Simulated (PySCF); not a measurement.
# F2OSe: the cost of one run

Programs: PySCF 2.14.0, with routines of our own; each step states its level. All values are computed. Atoms count from 0.

## 1. The starting structure

4 atoms, charge 0, multiplicity 1; geometry from: GFN2-xTB.

## 2. Optimising the geometry at PBE0-D3(BJ)/def2-SVP

The job: settings as JSON, then the geometry in Å.

```
{"job": {"xc": "PBE0", "basis": "def2-SVP", "d3": "d3bj", "grid": 1, "maxiter": 30, "shake": 0.01, "kind": "geom"}, "charge": 0, "multiplicity": 1}
O     -0.213220     1.418860    -0.203600
Se    -0.031740     0.169300     0.603080
F      1.393720    -0.599830    -0.218120
F     -1.110760    -1.013700    -0.214370
```

The run is started by

```sh
$ OMP_NUM_THREADS=1 python heavy_run.py task.json out
```

One launch serves the whole session: the jobs run in the order shown.

Q: Estimate the wall time and peak memory of this first job on 1 thread of Arm Neoverse N1, shared host.

About 15 s, with a peak of 0.32 GiB.
